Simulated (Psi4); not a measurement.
# UTPSS/def2-SVP (core potential) run of InNH3 (SMILES [NH2][InH])

Aim: the vertical ionisation energy of InNH3 at UTPSS/def2-SVP (core potential), from 2 runs. 

The results are computed with Psi4 1.11.

6 further runs of the same task are left out: 4 that didn't finish, 2 set aside as unsound or not needed.

### Step 1. The molecule

InNH3: 5 atoms, total charge 0, spin state doublet. SMILES: `[NH2][InH]`. Geometry: relaxed at PBE0-D4/def2-TZVP. This is one conformer, not always the lowest.

Bond lengths: N1–In2 2.036 Å, N1–H3 1.011 Å, N1–H4 1.009 Å, In2–H5 1.761 Å. Angles: N1–In2–H5 116.4°, In2–N1–H3 120.0°, In2–N1–H4 120.8°, H3–N1–H4 109.8°.

### Step 2. A single-point energy at UTPSS/def2-SVP (core potential)

File input.inp:

```
memory 1600 MB

molecule {
  0 2
  N     -0.299400    -0.736500     0.264700
  In     0.846600     0.946400     0.296000
  H     -0.846800    -0.960800    -0.554700
  H      0.017600    -1.585600     0.707600
  H      0.331900     2.262600    -0.755100
  units angstrom
  symmetry c1
}

set {
  reference            uks
  puream               true
  e_convergence        1e-09
  d_convergence        1e-08
  scf_type             pk
  dft_radial_points    99
  dft_spherical_points 590
  maxiter              200
}

e, wfn = energy("tpss/def2-SVP", return_wfn=True)
oeprop(wfn, "LOWDIN_CHARGES", "DIPOLE", "WIBERG_LOWDIN_INDICES")
print_variables()
```

Run with:

```bash
$ psi4 -i input.inp -o input.out -n 1
```

input.out:

```text
[...]
    !!!  WARNING: ECP capability is in beta. Please check occupations closely.  !!!
[...]
  Running in c1 symmetry.
[...]
  Nuclear repulsion =   61.852746045763581
[...]
  Multiplicity = 2
[...]
  Nalpha       = 16
  Nbeta        = 15
[...]
    Number of basis functions: 55
[...]
   @UKS iter   1:  -246.09664338332200   -6.86810e-01   1.73282e-02 DIIS/ADIIS
[...]
   @UKS iter  13:  -246.53198452076884   -1.98952e-12   4.11101e-09 DIIS
[...]
   @S^2 Observed:                7.537305998E-01
[...]
    Orbital Energies [Eh]
    ---------------------
    Alpha Occupied:
       1A    -14.088621     2A     -4.497822     3A     -2.934893
       4A     -2.929272     5A     -2.925433     6A     -0.756536
       7A     -0.680959     8A     -0.678107     9A     -0.675400
      10A     -0.674639    11A     -0.665730    12A     -0.419331
      13A     -0.381604    14A     -0.287237    15A     -0.208856
      16A     -0.168732
    Alpha Virtual:
      17A     -0.064400    18A      0.001224    19A      0.045455
      20A      0.095991    21A      0.117457    22A      0.146341
      23A      0.166357    24A      0.174437    25A      0.230010
[...]
  @UKS Final Energy:  -246.53198452076884
   => Energetics <=
    Nuclear Repulsion Energy =             61.8527460457635812
    One-Electron Energy =                -534.2481299773749015
    Two-Electron Energy =                 250.5105963294282390
    DFT Exchange-Correlation Energy =     -24.6471969185857525
    Empirical Dispersion Energy =           0.0000000000000000
    VV10 Nonlocal Energy =                  0.0000000000000000
    Total Energy =                       -246.5319845207688445
[...]
 Multipole Moments:
 ------------------------------------------------------------------------------------
     Multipole            Electronic (a.u.)      Nuclear  (a.u.)        Total (a.u.)
 ------------------------------------------------------------------------------------
 L = 1.  Multiply by 2.5417464519 to convert [e a0] to [Debye]
 Dipole X            :         12.5002731          -12.4139086            0.0863645
 Dipole Y            :         15.8596810          -16.3015989           -0.4419178
 Dipole Z            :          2.2735695           -2.3686144           -0.0950450
 Magnitude           :                                                    0.4601997
[...]
```

Wall time 19 s (1 thread of Intel Xeon 6975P-C (Granite Rapids), shared host); peak memory 1.2 GiB.

### Step 3. The singlet cation, same level

File h3inn.xyz:

```xyz
5
H3InN
N     -0.299400    -0.736500     0.264700
In     0.846600     0.946400     0.296000
H     -0.846800    -0.960800    -0.554700
H      0.017600    -1.585600     0.707600
H      0.331900     2.262600    -0.755100
```

File h3inn.py:

```python
import psi4

psi4.set_memory('1600 MB')
psi4.set_num_threads(1)
psi4.core.set_output_file('output.dat', False)

with open('h3inn.xyz') as f:
    atoms = ''.join(f.readlines()[2:])
mol = psi4.geometry('1 1\n' + atoms + 'symmetry c1')

psi4.set_options({
    'puream': True,
    'e_convergence': 1e-09,
    'd_convergence': 1e-08,
    'scf_type': 'pk',
    'dft_radial_points': 99,
    'dft_spherical_points': 590,
})

E, wfn = psi4.energy("tpss/def2-SVP", return_wfn=True)
psi4.oeprop(wfn, "MULLIKEN_CHARGES", "LOWDIN_CHARGES", "DIPOLE", title="TPSS")
print(f'total energy {E:.8f} hartree = {E * 27.211386:.5f} eV')
```

Run with:

```bash
$ python h3inn.py
```

output.dat:

```text
[...]
    !!!  WARNING: ECP capability is in beta. Please check occupations closely.  !!!
[...]
  Running in c1 symmetry.
[...]
  Nuclear repulsion =   61.852746045763581
[...]
  Multiplicity = 1
[...]
  Nalpha       = 15
  Nbeta        = 15
[...]
    Number of basis functions: 55
[...]
   @RKS iter   1:  -245.85577287447751   -4.45939e-01   1.63975e-02 ADIIS/DIIS
[...]
   @RKS iter  14:  -246.25253905380055   -6.53699e-13   1.29992e-09 DIIS
[...]
    Orbital Energies [Eh]
    ---------------------
    Doubly Occupied:
       1A    -14.322446     2A     -4.776132     3A     -3.212549
       4A     -3.209883     5A     -3.201939     6A     -0.993276
       7A     -0.956812     8A     -0.955682     9A     -0.952655
      10A     -0.947764    11A     -0.926564    12A     -0.635985
      13A     -0.616579    14A     -0.517096    15A     -0.429664
[...]
  @RKS Final Energy:  -246.25253905380055
   => Energetics <=
    Nuclear Repulsion Energy =             61.8527460457635812
    One-Electron Energy =                -526.2628448434697930
    Two-Electron Energy =                 242.5373792580750774
    DFT Exchange-Correlation Energy =     -24.3798195141693981
    Empirical Dispersion Energy =           0.0000000000000000
    VV10 Nonlocal Energy =                  0.0000000000000000
    Total Energy =                       -246.2525390538005468
[...]
 Multipole Moments:
 ------------------------------------------------------------------------------------
     Multipole            Electronic (a.u.)      Nuclear  (a.u.)        Total (a.u.)
 ------------------------------------------------------------------------------------
 L = 1.  Multiply by 2.5417464519 to convert [e a0] to [Debye]
 Dipole X            :         12.7367285          -12.4139086            0.3228200
 Dipole Y            :         16.0412529          -16.3015989           -0.2603460
 Dipole Z            :          2.5186229           -2.3686144            0.1500085
 Magnitude           :                                                    0.4410162
[...]
  Mulliken Charges: (a.u.)
   Center  Symbol    Alpha    Beta     Spin     Total
       1     N     3.66120  3.66120  0.00000 -0.32240
       2    IN    10.06339 10.06339  0.00000  0.87321
       3     H     0.40422  0.40422  0.00000  0.19156
       4     H     0.40907  0.40907  0.00000  0.18185
       5     H     0.46211  0.46211  0.00000  0.07578
   Total alpha = 15.00000, Total beta = 15.00000, Total charge =  1.00000
  Lowdin Charges: (a.u.)
   Center  Symbol    Alpha    Beta     Spin     Total
       1     N     3.55532  3.55532  0.00000 -0.11064
[...]
```

Standard output:

```text
Memory set to   1.490 GiB by Python driver.
  Threads set to 1 by Python driver.
total energy -246.25253905 hartree = -6700.87289 eV
```

It took 13 s on 1 thread of Intel Xeon 6975P-C (Granite Rapids), shared host; peak memory 1.2 GiB.

### Step 4. Summary of results

At UTPSS/def2-SVP (core potential):

| quantity | value |
| --- | --- |
| doublet InNH3: total energy | -246.53198 Eh |
| doublet InNH3: dipole moment | 1.17 D |
| doublet InNH3: HOMO energy (highest over α and β) | -4.59 eV |
| doublet InNH3: LUMO energy (lowest over α and β) | -3.36 eV |
| doublet InNH3: ⟨S²⟩ | 0.754 |
| singlet cation: total energy | -246.25254 Eh |
| singlet cation: HOMO energy | -11.69 eV |
| singlet cation: LUMO energy | -10.54 eV |
| singlet cation: HOMO–LUMO gap | 1.15 eV |
| vertical ionisation energy (to the singlet cation) | 7.604 eV |

In words: The vertical ionisation energy comes to 7.60 eV (175 kcal/mol). Only the singlet of the ionised species was computed; a triplet could lie lower. Mulliken charges (singlet cation) run from -0.32 on N1 to +0.87 on In2; they depend strongly on the basis.
